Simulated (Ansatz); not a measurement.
This script for Ansatz 0.2.0 through its Python package starts 2 runs on V, space group Im-3m. What input does the engine get in each?

`v_orders.py`:
```python
# -*- coding: utf-8 -*-
"""Ferro, antiferro and non-magnetic states of V."""

import ansatz as az
import numpy as np


def count_gap(report):
    # lowest empty less highest filled band, counting bands; zero where they overlap
    return max(report.get("gap_by_band_count_ev") or 0.0, 0.0)

CELL = [
    [-3.0287, 3.0287, 3.0287],
    [1.51435, -1.51435, 1.51435],
    [1.51435, 1.51435, -1.51435],
]
ATOMS = [
    ("V", [0.0, 0.0, 0.0]),
    ("V", [0.5, 0.0, 0.0]),
]


def magnet(moments):
    crystal = az.Crystal(lattice=az.Lattice.of(CELL))
    for (symbol, position), moment in zip(ATOMS, moments):
        crystal = crystal.atom(symbol, position, moment=moment or None)
    return crystal

# starting moments in muB, one an atom
orders = {
    "FM": [1.5, 1.5],
    "AFM": [1.5, -1.5],
}

rows = []
for label, moments in orders.items():
    base = (
        magnet(moments).calculation()
        .functional(az.Functional.PBESOL)
        .occupations(az.OccupationsMethod.FERMI_DIRAC, width=0.05)
        .kpoints(density=5.1)
        .spin("collinear")
        .band_table()
    )
    report = base.run().report
    rows.append((label, report["free_energy_ev"], report["magnetization_mub"], report["absolute_magnetization_mub"], max(abs(m) for m in report["site_moments_mub"]), count_gap(report)))
    print(label, "site moments:", [round(m, 2) for m in report["site_moments_mub"]])

lowest = min(row[1] for row in rows)
rows = [(row[0], 1000 * (row[1] - lowest) / 2, *row[2:]) for row in sorted(rows, key=lambda row: row[1])]
print("         order  meV/magnetic atom         net muB    absolute muB  largest site muB  gap by band count eV")
for row in rows:
    print(f"{str(row[0]):>14s}  {row[1]:17.2f}  {row[2]:14.3f}  {row[3]:14.3f}  {row[4]:16.3f}  {row[5]:20.3f}")
print("lowest of these starts:", rows[0][0])
```

Run 1:
```yaml
crystal:
  lattice:
    - [-3.0287, 3.0287, 3.0287]
    - [1.51435, -1.51435, 1.51435]
    - [1.51435, 1.51435, -1.51435]
  atoms:
    - { symbol: V, position: [0.0, 0.0, 0.0], spin: 1.5 }
    - { symbol: V, position: [0.5, 0.0, 0.0], spin: 1.5 }
kpoints:
  mp_grid:
    kspacing: 0.19607843137254904
hamiltonian:
  xc: pbesol
magnetization:
  spin_polarized: true
scf:
  occupations:
    method: fermi_dirac
    width: 0.05
output:
  eigenvalues: true
```

Run 2, against run 1:
```diff
-    - { symbol: V, position: [0.5, 0.0, 0.0], spin: 1.5 }
+    - { symbol: V, position: [0.5, 0.0, 0.0], spin: -1.5 }
```

Output of `python v_orders.py`:
```text
DeckWarning: basis.ecutwfc = 420 eV, auto-derived from the records' recommended cutoffs: set by V (normal level)
RunWarning: the starting moments were not kept: the SCF closed with an absolute magnetisation of 3.4e-6 μB, where they sum to 3 μB in size (2 sites). That is at most 0.1 of that sum. Measured as [...]
FM site moments: [0.0, 0.0]
AFM site moments: [0.0, -0.0]
         order  meV/magnetic atom         net muB    absolute muB  largest site muB  gap by band count eV
            FM               0.00           0.000           0.000             0.000                 0.000
           AFM               0.00           0.000           0.000             0.000                 0.000
lowest of these starts: FM
```
(Warnings from the package without file and line, shortened, repeats left out.)

What to keep in mind:
- The SCF didn't keep the moments it started from (some shrank, vanished or turned); what is printed is the state reached.
- A gap by band count of zero or less means overlapping bands, a metal.
- Levels are Kohn-Sham eigenvalues on this mesh.
- Each row is the state reached from that start at the given structure, not necessarily the lowest of its order; other orders weren't tried.
- The whole script took 2.1 min on 1 thread of Arm Neoverse V1, on a shared host, peak memory 0.85 GiB.
